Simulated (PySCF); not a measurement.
# C3H5BF2O: the cost of one run

Computed with PySCF 2.14.0, with density-fitted response routines of our own, on a single molecule in the gas phase. Atoms count from 0, in the outputs and in this text.

### 1 The molecule as given

12 atoms, charge 0, multiplicity 1; geometry from: GFN2-xTB. The atoms were then displaced at random by about 0.01 Å, so the start is not that level's minimum.

Bonds of the start (Å): F0–B1 1.31, B1–F2 1.33, B1–C3 1.60, C3–C4 1.48, C4–C5 1.47, C5–O6 1.41, O6–C4 1.40, C3–H7 1.10, C3–H8 1.07, C4–H9 1.11, C5–H10 1.07, C5–H11 1.09.

### 2 Geometry optimisation at PBE0-D3(BJ)/def2-SVP

What the job is given:

```
{"job": {"xc": "PBE0", "basis": "def2-SVP", "d3": "d3bj", "grid": 1, "shake": 0.01, "kind": "geom"}, "charge": 0, "multiplicity": 1}
F     -1.699940     1.043140     1.248590
B     -1.824590     0.328210     0.155620
F     -3.013470     0.399300    -0.440390
C     -0.613650    -0.563140    -0.405220
C      0.656390    -0.441120     0.346500
C      1.667800     0.552760    -0.036040
O      1.841700    -0.819290    -0.296310
H     -0.939630    -1.610160    -0.389180
H     -0.469820    -0.333040    -1.436850
H      0.605900    -0.722140     1.415200
H      1.487180     1.171600    -0.891610
H      2.341820     0.965620     0.720660
```

Started as:

```
> OMP_NUM_THREADS=1 python probes_run.py task.json out
```

The driver reads the jobs from task.json and runs them one after another.

Q: Estimate the wall time and peak memory of this first job on 1 thread of Arm Neoverse V1, shared host.

About 74 s, with a peak of 0.51 GiB.
